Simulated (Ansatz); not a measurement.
# CH4AlFOS: a ladder of functionals and wavefunction methods

An exercise on one series of results from a longer session: the logs are not shown, and one member is left open.

The runs use Ansatz 0.2.0, Gaussian basis; functionals in def2-TZVPP, the program's frozen cores in correlated methods.

The runs, in order: LDA (SPW92), PBE-D4, revPBE-D4, BLYP-D4, r2SCAN-D4, B97M-V, PBE0-D4, B3LYP-D4, r2SCANh-D4, r2SCAN0-D4, HSE06-D4, BHLYP-D4, CAM-B3LYP-D4, LC-ωPBE, ωB97X-V, ωB97M-V, B2PLYP, PBE-QIDH; CCSD(T)/def2-SVP; CCSD(T)/def2-TZVPP; MP2/def2-QZVPP; extrapolation to the limit; RPA on PBE.

### Structure used throughout

An earlier PBE0-D4 in a triple-zeta def2 set relaxation fixed the geometry.

SMILES `C[O][Al]([F])[SH]`, 9 atoms, charge 0, spin multiplicity 1.

Atoms are counted from 1 here; the program's logs count them from 0.

Bond lengths: C1–O2 1.396 Å, C1–H6 1.097 Å, C1–H7 1.094 Å, C1–H8 1.094 Å, O2–Al3 1.667 Å, Al3–F4 1.639 Å, Al3–S5 2.167 Å, S5–H9 1.345 Å. Angles: O2–C1–H6 112.7°, O2–C1–H7 110.0°, O2–C1–H8 110.0°, H6–C1–H7 107.9°, H6–C1–H8 108.0°, H7–C1–H8 108.1°, C1–O2–Al3 139.1°, O2–Al3–F4 118.6°, O2–Al3–S5 124.1°, F4–Al3–S5 117.3°, Al3–S5–H9 92.3°.

The first run:

Contents of in.yaml:

```yaml
crystal:
  periodic: [false, false, false]
  atoms:
    - {symbol: C, position_ang: [-0.379935, -1.413553, 0.123976]}
    - {symbol: O, position_ang: [0.379790, -0.533368, -0.648159]}
    - {symbol: Al, position_ang: [0.762085, 1.088812, -0.700349]}
    - {symbol: F, position_ang: [1.761620, 1.622126, -1.885281]}
    - {symbol: S, position_ang: [0.019771, 2.558597, 0.708074]}
    - {symbol: H, position_ang: [-0.867794, -0.917935, 0.972899]}
    - {symbol: H, position_ang: [0.258147, -2.209472, 0.519489]}
    - {symbol: H, position_ang: [-1.158695, -1.875120, -0.490593]}
    - {symbol: H, position_ang: [-0.686489, 1.633811, 1.382944]}
basis:
  gaussian: {orbitals: def2-TZVPP}
hamiltonian: {xc: lda}
output: {orbitals: {seedname: orbitals}}
```

Among the steps run: LDA; PBE-D4 (GGA); revPBE-D4 (GGA); BLYP-D4 (GGA); r2SCAN-D4 (meta-GGA); B97M-V (meta-GGA); PBE0-D4 (hybrid); B3LYP-D4 (hybrid); r2SCANh-D4 (hybrid); r2SCAN0-D4 (hybrid); HSE06-D4 (hybrid); BHLYP-D4 (hybrid); CAM-B3LYP-D4 (range-separated); LC-ωPBE-D4 (range-separated; the results give it without D4); ωB97X-V (range-separated); ωB97M-V (range-separated); B2PLYP (double hybrid); PBE-QIDH (double hybrid).

One of the session's tables, all rows but one given; the rest of the session is left out.

It belongs to the step «Frontier levels by functional». 

| functional | HOMO (eV) | gap (eV) |
| --- | --- | --- |
| LDA (SPW92) | -6.83 | 5.02 |
| PBE-D4 | -6.68 | 5.16 |
| revPBE-D4 | -6.63 | 5.25 |
| BLYP-D4 | ? | ? |
| r2SCAN-D4 | -6.99 | 5.93 |
| B97M-V | -7.04 | 5.73 |
| PBE0-D4 | -7.97 | 7.30 |
| B3LYP-D4 | -7.69 | 6.74 |
| r2SCANh-D4 | -7.46 | 6.67 |
| r2SCAN0-D4 | -8.16 | 7.77 |
| HSE06-D4 | -7.56 | 6.53 |
| BHLYP-D4 | -9.05 | 9.15 |
| CAM-B3LYP-D4 | -9.28 | 9.50 |
| LC-ωPBE | -10.71 | 12.23 |
| ωB97X-V | -10.33 | 11.63 |
| ωB97M-V | -10.16 | 11.13 |

Estimate the missing values for BLYP-D4.

Worked estimate for «HOMO (eV)». Against the share of exact exchange, B3LYP-D4 (0.2, -7.69), BHLYP-D4 (0.5, -9.05) give a slope of -4.53 per unit share; at 0 the line stands at -6.78.

As computed: HOMO (eV): -6.51; gap (eV): 5.04. In «HOMO (eV)» the line misses by -0.27.
